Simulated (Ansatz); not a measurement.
# CH₇ClN₂Zr: how energies converge with the basis set

How large a basis does CH₇ClN₂Zr need? Two functionals are run in growing sets.

The runs use Ansatz 0.2.0, Gaussian basis; one geometry, several basis sets.

The runs, in order: PBE0-D4/def2-SVP; ωB97M-V/def2-SVP; PBE0-D4/def2-QZVPP; ωB97M-V/def2-QZVPP; the functionals' def2-TZVPP values are taken from earlier runs.

### Step 1. The geometry

All runs share one geometry, relaxed beforehand with PBE0-D4 in a triple-zeta def2 set. Zr takes the def2 core potential; no spin-orbit term is included.

SMILES `[CH3][Zr]([NH2])([NH2])[Cl]`, 12 atoms, charge 0, spin multiplicity 1.

Atoms are counted from 1 here; the program's logs count them from 0.

Bond lengths: C1–Zr2 2.221 Å, C1–H6 1.096 Å, C1–H7 1.097 Å, C1–H8 1.096 Å, Zr2–N3 2.019 Å, Zr2–N4 2.021 Å, Zr2–Cl5 2.377 Å, N3–H9 1.011 Å, N3–H10 1.013 Å, N4–H11 1.010 Å, N4–H12 1.012 Å. Angles: Zr2–C1–H6 111.5°, Zr2–C1–H7 110.2°, Zr2–C1–H8 112.0°, H6–C1–H7 107.9°, H6–C1–H8 107.2°, H7–C1–H8 107.7°, C1–Zr2–N3 107.9°, C1–Zr2–N4 104.3°, C1–Zr2–Cl5 108.9°, N3–Zr2–N4 107.8°, N3–Zr2–Cl5 115.2°, N4–Zr2–Cl5 112.1°, Zr2–N3–H9 127.5°, Zr2–N3–H10 123.6°, H9–N3–H10 108.7°, Zr2–N4–H11 127.3°, Zr2–N4–H12 123.8°, H11–N4–H12 108.7°.

### Step 2. PBE0-D4 in def2-SVP

The input, in.yaml:

```yaml
crystal:
  periodic: [false, false, false]
  atoms:
    - {symbol: C, position_ang: [-1.431666, 1.105957, 0.263944]}
    - {symbol: Zr, position_ang: [0.418019, 0.102900, -0.446973]}
    - {symbol: N, position_ang: [1.722871, 0.044293, 1.093113]}
    - {symbol: N, position_ang: [-0.161800, -1.792575, -0.839597]}
    - {symbol: Cl, position_ang: [1.199779, 1.218479, -2.394562]}
    - {symbol: H, position_ang: [-1.773042, 0.689927, 1.219246]}
    - {symbol: H, position_ang: [-1.250418, 2.178385, 0.407877]}
    - {symbol: H, position_ang: [-2.256329, 0.999891, -0.449664]}
    - {symbol: H, position_ang: [2.728618, 0.142681, 1.052168]}
    - {symbol: H, position_ang: [1.441757, -0.007126, 2.064663]}
    - {symbol: H, position_ang: [0.121578, -2.632602, -0.355205]}
    - {symbol: H, position_ang: [-0.759368, -2.050219, -1.615012]}
basis:
  gaussian: {orbitals: def2-SVP}
hamiltonian: {xc: pbe0, dispersion: d4}
output: {orbitals: {seedname: orbitals}}
```

The run is started by

```bash
> ansatz run in.yaml --threads 2 --pin off --events-out ev --progress --plain --max-ram 22528MiB --backend cpu
```

The runs that follow: ωB97M-V in def2-SVP; PBE0-D4 in def2-QZVPP; ωB97M-V in def2-QZVPP.

Q: Predict the results of all the runs planned. Wanted: PBE0-D4: double and triple zeta above quadruple; ωB97M-V: double and triple zeta above quadruple.

**Answer**, as computed:

| quantity | value |
| --- | --- |
| PBE0-D4: double and triple zeta above quadruple | 10.19, 0.70 eV |
| ωB97M-V: double and triple zeta above quadruple | 10.35, 0.67 eV |

In words: For PBE0-D4 the step from double to triple zeta gains 9.49 eV and the next only 0.70 eV. Total energies overstate the basis error of differences, where much of it tends to cancel. The LUMO of ωB97M-V is positive and keeps falling with the basis (0.96 to 0.43 eV): an unbound level that the basis holds in place.
